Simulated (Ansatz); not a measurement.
Task: harmonic frequencies at the relaxed geometry of GeH₅N, SMILES [NH2][GeH3], with Ansatz 0.2.0 through its Python package. Give the script and its output. Use (for the species named): MP2, def2-SVP basis, multiplicity 1.

```json
{"atom": "N", "x (Å)": "-0.0718", "y (Å)": "-1.2491", "z (Å)": "-0.1260"}
{"atom": "Ge", "x (Å)": "0.1555", "y (Å)": "0.6360", "z (Å)": "-0.1481"}
{"atom": "H", "x (Å)": "0.3121", "y (Å)": "-1.5721", "z (Å)": "0.7073"}
{"atom": "H", "x (Å)": "-1.0723", "y (Å)": "-1.3406", "z (Å)": "-0.0151"}
{"atom": "H", "x (Å)": "-0.5725", "y (Å)": "1.2586", "z (Å)": "-1.3778"}
{"atom": "H", "x (Å)": "-0.3943", "y (Å)": "1.2671", "z (Å)": "1.1636"}
{"atom": "H", "x (Å)": "1.7047", "y (Å)": "0.9322", "z (Å)": "-0.2496"}
```

`geh5n_freq.py`:
```python
"""Harmonic frequencies of GeH5N at its relaxed geometry."""

import argparse

import ansatz
import numpy as np

parser = argparse.ArgumentParser(description="Harmonic frequencies of GeH5N at its relaxed geometry.")
parser.add_argument("--basis", required=True, help="basis")
parser.add_argument("--level", default="MP2", help="wavefunction method")
args = parser.parse_args()

GEOMETRY = """
N    -0.07180   -1.24910   -0.12600
Ge    0.15550    0.63600   -0.14810
H     0.31210   -1.57210    0.70730
H    -1.07230   -1.34060   -0.01510
H    -0.57250    1.25860   -1.37780
H    -0.39430    1.26710    1.16360
H     1.70470    0.93220   -0.24960
"""

mol = ansatz.Crystal.molecule()
for line in GEOMETRY.strip().splitlines():
    symbol, *xyz = line.split()
    mol = mol.atom(symbol, [float(v) for v in xyz])

setup = (
    mol.calculation()
    .basis(gaussian=args.basis)
    .correlation(args.level, electrons="valence")
    .accuracy("medium")
)
symbols = [site.symbol for site in mol.cartesian_sites]
start = np.array([site.position_ang for site in mol.cartesian_sites], dtype=float)
def progress(event):
    if event["event"] == "relax_step":
        row = event["data"]
        print(f"step {row['step']:3d}  E = {row['lagrangian_ev']:.6f} eV  max force {row['allowed_force_max_ev_ang']:.4f} eV/A")


rep = setup.relax(force_tolerance=0.003).session().plan().execute(on_event=progress).report
end = np.array(rep["positions_ang"])

print("bond        before    after (A)")
for i, j in [(0, 1), (0, 2), (0, 3), (1, 4), (1, 5), (1, 6)]:
    d0, d1 = (np.linalg.norm(xyz[i] - xyz[j]) for xyz in (start, end))
    print(f"{symbols[i]}{i}-{symbols[j]}{j}".ljust(10), f"{d0:8.4f} {d1:8.4f}")

# frequencies need a stationary point, so they are taken at the relaxed geometry
minimum = ansatz.Crystal.molecule()
for symbol, xyz in zip(symbols, end):
    minimum = minimum.atom(symbol, xyz.tolist())
vibrating = minimum.calculation()
vibrating = vibrating.basis(gaussian=args.basis)
vibrating = vibrating.correlation(args.level, electrons="valence").accuracy("medium")
vibrating = vibrating.phonons(temperatures=(200, 600, 100))
vib = vibrating.run(threads=1, pin="off").report["vibrations"]
sums = vib["harmonic_sums"]
modes = [m["omega_inv_cm"] for m in sums["modes_at_gamma"] if m["rigid_motion"] == "no"]
print("frequencies (1/cm):", " ".join(f"{w:.0f}" for w in modes))
print("imaginary modes:", sum(w < 0 for w in modes), " zero-point energy:", round(sums["zero_point_energy_ev"], 4), "eV")
print("T (K)   F_vib (eV)   S_vib (meV/K)   C_vib (meV/K)")
for row in zip(sums["temperatures_k"], sums["vibrational_free_energy_ev"], vib["entropy_ev_per_k"], vib["heat_capacity_ev_per_k"]):
    print(f"{row[0]:6.1f} {row[1]:11.4f} {1000 * row[2]:13.4f} {1000 * row[3]:15.4f}")
```

```console
$ python geh5n_freq.py --basis def2-SVP
step   1  E = -58037.161098 eV  max force 2.2097 eV/A
step   2  E = -58037.324134 eV  max force 0.7456 eV/A
step   3  E = -58037.342723 eV  max force 0.3177 eV/A
step   4  E = -58037.336181 eV  max force 0.6251 eV/A
step   5  E = -58037.348960 eV  max force 0.0914 eV/A
step   6  E = -58037.349708 eV  max force 0.0429 eV/A
step   7  E = -58037.349796 eV  max force 0.0055 eV/A
step   8  E = -58037.349813 eV  max force 0.0008 eV/A
bond        before    after (A)
N0-Ge1       1.8989   1.8409
N0-H2        0.9727   1.0180
N0-H3        1.0108   1.0180
Ge1-H4       1.5588   1.5258
Ge1-H5       1.5560   1.5363
Ge1-H6       1.5805   1.5258
frequencies (1/cm): 200 559 601 664 731 890 929 933 960 1576 2186 2245 2248 3587 3692
imaginary modes: 0  zero-point energy: 1.3639 eV
T (K)   F_vib (eV)   S_vib (meV/K)   C_vib (meV/K)
 200.0      1.3584        0.0864          0.1697
 300.0      1.3449        0.1861          0.3319
 400.0      1.3206        0.3013          0.4704
 500.0      1.2846        0.4185          0.5796
 600.0      1.2371        0.5322          0.6679
```

The settings weren't tested for convergence. The frequencies are harmonic and unscaled, in a modest basis. The result belongs to the one conformer reached from this start, and soft torsions count as harmonic oscillators. Finished in 56 s on 1 thread of Intel(R) Xeon(R) 6975P-C (Granite Rapids), with other jobs on the host, peak memory 0.23 GiB.

(A comment or docstring line of the script was reworded after the run, the code is as it ran; lines on the test bed's own set-up are left out of the output.)
